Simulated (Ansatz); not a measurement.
# C3H3BClFO2: the cost of one run

Computed with Ansatz 0.2.0, Gaussian basis. Level: the settings change from run to run.

### 1 The geometry

The geometry comes from an earlier relaxation with PBE0-D4 in a triple-zeta def2 set; it is a stationary point, not always the lowest conformer.

SMILES `F[B-]1(Cl)OC=CC=[O+]1`, 11 atoms, charge 0, spin multiplicity 1.

Atoms are counted from 1 here; the program's logs count them from 0.

Bond lengths: F1–B2 1.344 Å, B2–Cl3 1.832 Å, B2–O4 1.510 Å, B2–O8 1.510 Å, O4–C5 1.272 Å, C5–C6 1.383 Å, C5–H9 1.090 Å, C6–C7 1.383 Å, C6–H10 1.079 Å, C7–O8 1.272 Å, C7–H11 1.090 Å. Angles: F1–B2–Cl3 114.8°, F1–B2–O4 108.9°, F1–B2–O8 108.9°, Cl3–B2–O4 107.9°, Cl3–B2–O8 107.9°, O4–B2–O8 108.3°, B2–O4–C5 121.1°, O4–C5–C6 123.6°, O4–C5–H9 115.0°, C6–C5–H9 121.3°, C5–C6–C7 116.6°, C5–C6–H10 121.4°, C7–C6–H10 121.4°, C6–C7–O8 123.6°, C6–C7–H11 121.3°, O8–C7–H11 115.0°, B2–O8–C7 121.1°.

### 2 wB97X/6-31++G**

Contents of in.yaml:

```yaml
crystal:
  periodic: [false, false, false]
  atoms:
    - {symbol: F, position_ang: [-1.209520, -2.298003, -0.554607]}
    - {symbol: B, position_ang: [-0.588146, -1.127135, -0.778494]}
    - {symbol: Cl, position_ang: [-0.361490, -0.704368, -2.546062]}
    - {symbol: O, position_ang: [-1.387362, -0.018971, -0.134860]}
    - {symbol: C, position_ang: [-0.810717, 0.967401, 0.424253]}
    - {symbol: C, position_ang: [0.549810, 1.021851, 0.667221]}
    - {symbol: C, position_ang: [1.268273, -0.135369, 0.427049]}
    - {symbol: O, position_ang: [0.776200, -1.166609, -0.131935]}
    - {symbol: H, position_ang: [-1.476357, 1.767683, 0.746196]}
    - {symbol: H, position_ang: [1.001118, 1.873904, 1.150572]}
    - {symbol: H, position_ang: [2.303490, -0.237285, 0.751268]}
basis:
  gaussian: {orbitals: "6-31++G**"}
hamiltonian: {xc: {name: wB97X}}
```

On the command line:

```console
ansatz run in.yaml --threads 4 --pin off --events-out ev --progress --plain --max-ram 11315MiB
```

Q: Estimate wall time and peak memory on 4 threads of Arm Neoverse V2, shared host.

About 8.5 s, with a peak of 0.56 GiB.
